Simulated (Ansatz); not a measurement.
# ClW: the cost of one run

Method: def2-TZVPP, core rule «outside noble gas», up to 9 orbitals frozen; program: Ansatz 0.2.0, Gaussian basis.

To be run: UHF; CCSD(T) on ROHF; CCSD(T) on UHF; CCSDT(Q) on ROHF; CCSDT(Q) on UHF; CASSCF and NEVPT2, 12 electrons in 10 orbitals.

3 further runs of the same task are left out: 1 for a known fault of the program, 2 set aside as unsound or not needed.

## (1) The geometry

The geometry is a PBE0/def2-TZVP stationary point (not a proven minimum) of the parent state, kept for this charge and spin. No spin-orbit coupling is included. Elements past krypton take def2 core potentials.

2 atoms, charge 1, spin multiplicity 5.

Atoms are counted from 1 here; the program's logs count them from 0.

Bond lengths: W1–Cl2 2.143 Å.

## (2) UHF

in.yaml reads:

```yaml
crystal:
  periodic: [false, false, false]
  atoms:
    - {symbol: W, position_ang: [0.000000, 0.000000, 0.000000]}
    - {symbol: Cl, position_ang: [0.000000, 0.000000, 2.142800]}
basis:
  gaussian: {orbitals: def2-TZVPP}
total_charge: 1
magnetization: {spin_polarized: true, initial_magnetization: 4}
hamiltonian: {xc: hf}
output: {orbitals: {seedname: orbitals}}
```

Started as:

```
$ ansatz run in.yaml --threads 1 --pin off --events-out ev --progress --plain --max-ram 4096MiB --backend cpu
```

Q: Estimate wall time and peak memory on 1 thread of AMD EPYC 7R13, shared host.

About 8.5 s, with a peak of 0.25 GiB.
